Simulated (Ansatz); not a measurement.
# NaLaS2, space group R-3m: an SCF with some post-processing

Program: Ansatz 0.2.0 through its Python package.

At the Python prompt:
```pycon
>>> from pathlib import Path
>>> import ansatz as az
>>> import numpy as np
>>> from pymatgen.core import Structure
>>> from pymatgen.symmetry.analyzer import SpacegroupAnalyzer
>>> system = (
...     az.Lattice.from_parameters(4.217042, 4.217042, 19.851468, alpha=90, beta=90, gamma=120)
...     .space_group(166)
...     .atom('Na', [2 / 3, 1 / 3, 5 / 6])
...     .atom('La', [0.0, 0.0, 0.0])
...     .atom('S', [0.0, 0.0, 0.745632])
...     .primitive()
... )
>>> calc = (
...     system.calculation()
...     .functional('r2scan')
...     .basis(750)
...     .kpoints(7, shift=0.5)
...     .occupations(az.OccupationsMethod.FIXED)
...     .mixing('msr1', preconditioner='none')
...     .scf(tolerance=1e-09)
...     .band_densities([('v1', 'v1'), ('c1', 'c1')])
...     .bader_charges()
...     .density()
...     .electron_localization_function()
...     .output_files(volumetric_format='npy')
...     .band_table()
... )
>>> planned = calc.session().plan(threads=1)
>>> facts = planned.describe()
>>> print('plan:', facts['n_bands'], 'bands,', len(facts['kpoints_frac']), 'k-points, plane waves', facts['n_pw_range'], 'grid', facts['fft_dense'])
plan: 20 bands, 44 k-points, plane waves [4733, 4782] grid [40, 64, 40]
>>> done = planned.execute()
>>> summary = done.report
>>> summary['converged'], summary['free_energy_ev']
(True, -9573.453841344757)
>>> print('%-22s %14.5f eV' % ('F = E - TS', summary['free_energy_ev']))
F = E - TS                -9573.45384 eV
>>> print('%-22s %14.5f eV' % ('E', summary['internal_energy_ev']))
E                         -9573.45384 eV
>>> print('%-22s %14.5f eV' % ('Harris-Foulkes', summary['harris_foulkes_ev']))
Harris-Foulkes            -9573.45384 eV
>>> print('%-22s %14.5f eV' % ('Fermi level', summary['fermi_energy_ev']))
Fermi level                   5.07880 eV
>>> for name, window in zip(('top filled band', 'lowest empty band'), done.band_densities().windows):
...     field = window.outcome.density.channels[0].density_e_per_ang3
...     ratio = field.mean() ** 2 / np.mean(field ** 2)
...     print(f'{name}: band {window.window.first}, participation ratio {ratio:.3f} of the cell')
...
top filled band: band 16, participation ratio 0.288 of the cell
lowest empty band: band 17, participation ratio 0.246 of the cell
>>> final = Structure(done.lattice.cell_ang, [s.symbol for s in done.lattice.sites], [s.position_frac for s in done.lattice.sites])
>>> analyser = SpacegroupAnalyzer(final, symprec=0.01)
>>> standard = analyser.get_conventional_standard_structure()
>>> print(analyser.get_crystal_system(), analyser.get_space_group_symbol(), len(standard), 'atoms in the conventional cell')
trigonal R-3m 12 atoms in the conventional cell
>>> print('a b c (A):', [round(x, 4) for x in standard.lattice.abc], ' angles:', [round(x, 2) for x in standard.lattice.angles])
a b c (A): [4.217, 4.217, 19.8515]  angles: [90.0, 90.0, 120.0]
>>> print(f'mass density {float(final.density):.3f} g/cm^3')
mass density 3.683 g/cm^3
>>> charges = done.bader_charges()
>>> for atom in charges.atoms:
...     print(f'Bader charge {atom.symbol:2s} {atom.partial_charge_e:+.3f} e')
...
Bader charge Na +0.869 e
Bader charge La +1.915 e
Bader charge S  -1.392 e
Bader charge S  -1.392 e
>>> folder = Path(done.write_results('elf'))
>>> elf = np.load(folder / 'elf.npy')
>>> peak = np.unravel_index(elf.argmax(), elf.shape)
>>> print(f'largest ELF {elf.max():.3f} at grid fractions', np.round(np.array(peak) / elf.shape, 3))
largest ELF 0.877 at grid fractions [0.75  0.359 0.875]
>>> for level in (0.2, 0.5, 0.7, 0.8, 0.9):
...     print(f'share of the cell with ELF over {level}: {np.mean(elf > level):.3f}')
...
share of the cell with ELF over 0.2: 0.535
share of the cell with ELF over 0.5: 0.362
share of the cell with ELF over 0.7: 0.236
share of the cell with ELF over 0.8: 0.145
share of the cell with ELF over 0.9: 0.000
>>> eps, occ = np.array(summary['eigenvalues_ev']), np.array(summary['occupations'])
>>> wk = np.tile(summary['kweights'], len(eps) // len(summary['kweights']))
>>> print(f'sum of w f eps = {wk @ (eps * occ).sum(axis=1):.4f} eV, reported band energy {summary["components"]["e_band"]:.4f} eV')
sum of w f eps = -291.5275 eV, reported band energy -291.5275 eV
```

Notes:
- The settings weren't tested for convergence.
- The computed bands are complete only to about 4.3 eV above the Fermi level.
- Under fixed occupations the level called the Fermi level is the highest filled one on the SCF mesh; off the mesh a filled band can lie a little above it.
- An absolute Fermi energy rests on an arbitrary zero of the periodic potential and has no direct meaning.
- Semilocal functionals put the empty 4f levels of La too low, which can move the conduction edge.
- The fields are valence quantities on the plane-wave grid; their values near the nuclei depend on the potentials.
- The structure comes from a database of computed cells and needn't be a stable or known phase.
- Levels are Kohn-Sham eigenvalues on this mesh, without spin-orbit coupling.
- Finished in 48 s on 1 thread of Arm Neoverse V1 (shared host), peak memory 0.94 GiB.
